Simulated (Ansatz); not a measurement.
# CH2FGaO: basis-set convergence

Aim: see how fast density functionals converge with the basis set for CH2FGaO.

Program: Ansatz 0.2.0, Gaussian basis. Level of theory: one geometry, several basis sets. These are calculated values, not measurements.

Levels to be run: PBE0-D4/def2-SVP; ωB97M-V/def2-SVP; PBE0-D4/def2-QZVPP; ωB97M-V/def2-QZVPP; the functionals' def2-TZVPP values are taken from earlier runs.

**1. Structure used throughout**

The geometry comes from an earlier relaxation with PBE0-D4 in a triple-zeta def2 set; it is a stationary point.

6 atoms, charge 0, spin multiplicity 1.

Atoms are counted from 1 here; the program's logs count them from 0.

Bond lengths: F1–C2 1.406 Å, C2–O3 1.348 Å, C2–H5 1.097 Å, C2–H6 1.097 Å, O3–Ga4 1.846 Å. Angles: F1–C2–O3 110.2°, F1–C2–H5 105.7°, F1–C2–H6 105.7°, O3–C2–H5 112.1°, O3–C2–H6 112.1°, H5–C2–H6 110.7°, C2–O3–Ga4 128.2°.

**2. PBE0-D4 in def2-SVP**

in.yaml

```yaml
crystal:
  periodic: [false, false, false]
  atoms:
    - {symbol: F, position_ang: [-0.487532, -0.732285, -1.049036]}
    - {symbol: C, position_ang: [-0.372521, 0.324032, -0.128247]}
    - {symbol: O, position_ang: [0.653479, 0.096618, 0.715257]}
    - {symbol: Ga, position_ang: [1.802993, -1.347935, 0.751010]}
    - {symbol: H, position_ang: [-0.218631, 1.228108, -0.730913]}
    - {symbol: H, position_ang: [-1.335687, 0.367562, 0.395829]}
basis:
  gaussian: {orbitals: def2-SVP}
hamiltonian: {xc: pbe0, dispersion: d4}
output: {orbitals: {seedname: orbitals}}
```

Command:

```console
$ ansatz run in.yaml --threads 2 --pin off --events-out ev --progress --plain --max-ram 4352MiB
```

The runs that follow: ωB97M-V in def2-SVP; PBE0-D4 in def2-QZVPP; ωB97M-V in def2-QZVPP.

Before running them: what should the planned runs give, taken together? Wanted: PBE0-D4: double and triple zeta above quadruple; ωB97M-V: double and triple zeta above quadruple.

The runs gave:

```
                                       quantity           value
PBE0-D4: double and triple zeta above quadruple  15.23, 1.50 eV
ωB97M-V: double and triple zeta above quadruple  15.31, 1.45 eV
```

PBE0-D4 gains 13.73 eV from double to triple zeta, then 1.50 eV more. Total energies overstate the basis error of differences, where much of it tends to cancel.
